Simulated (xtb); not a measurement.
# GFN2-xTB run of C3H5BO (SMILES BC1OC1=C)

Aim: a geometry optimisation of C3H5BO. 

The calculation is run with xtb 6.7.1.

4 further runs of the same task are left out: 1 that didn't finish, 3 set aside as unsound or not needed.

### 1 The structure to begin with

C3H5BO has 10 atoms, charge 0, and is taken as a singlet. As SMILES, `BC1OC1=C`. The run starts from this shape.

Bond lengths: B1–C2 1.541 Å, C2–O3 1.464 Å, C2–C4 1.465 Å, O3–C4 1.323 Å, C4–C5 1.305 Å, B1–H6 1.166 Å, B1–H7 1.166 Å, C2–H8 1.198 Å, C5–H9 1.075 Å, C5–H10 1.074 Å. Some angles: B1–C2–O3 119.4°, B1–C2–C4 119.1°, O3–C2–C4 53.7°, C2–O3–C4 63.2°, C2–C4–O3 63.1°, C2–C4–C5 152.0°, O3–C4–C5 144.9°, B1–C2–H8 121.4°, O3–C2–H8 111.3°, C4–C2–H8 113.6°.

### 2 A structure relaxation at GFN2-xTB

xcontrol reads:

```
$chrg 0
$spin 0
$end
```

geo.gen reads:

```
10 C
 B C O H
   1  1     -1.54421800     -0.85308600     -0.38367900
   2  2     -0.07912800     -0.85032600      0.09535100
   3  3      0.99897200     -0.72254600     -0.88741900
   4  2      0.74522200      0.33813400     -0.13902900
   5  2      1.09500200      1.56732400      0.12397100
   6  4     -2.37752800     -1.16298600      0.37101100
   7  4     -1.79773800     -0.51587600     -1.47113900
   8  4      0.26899000     -1.49660000      1.04274000
   9  4      1.90974200      2.03665400     -0.39782900
  10  4      0.57896200      2.13690400      0.87386100
```

Run with:

```
$ xtb geo.gen -o vtight -I xcontrol --gfn 2 | tee run.log
```

What values should one expect? Wanted: total energy at the end; dipole moment; HOMO energy; LUMO energy; HOMO–LUMO gap; dispersion energy; mean polarisability.

Computed results:

At GFN2-xTB:

```
                      quantity          value
       total energy at the end   -14.19085 Eh
                 dipole moment         1.56 D
                   HOMO energy      -10.92 eV
                   LUMO energy       -7.50 eV
                 HOMO–LUMO gap        3.42 eV
             dispersion energy  -12.27 kJ/mol
mean polarisability (D4 model)     50.6 bohr³
```

In words: At the final geometry: Bond lengths: B1–C2 1.541 Å, C2–O3 1.465 Å, C2–C4 1.466 Å, O3–C4 1.323 Å, C4–C5 1.305 Å, B1–H6 1.167 Å, B1–H7 1.166 Å, C2–H8 1.089 Å, C5–H9 1.075 Å, C5–H10 1.074 Å. Some angles: B1–C2–O3 119.4°, B1–C2–C4 119.0°, O3–C2–C4 53.7°, C2–O3–C4 63.2°, C2–C4–O3 63.1°, C2–C4–C5 151.9°, O3–C4–C5 145.0°, B1–C2–H8 121.5°, O3–C2–H8 111.3°, C4–C2–H8 113.6°. The optimisation took 9 steps and changed the energy by -0.146 eV. Mulliken charges run from -0.28 on O3 to +0.23 on B1.
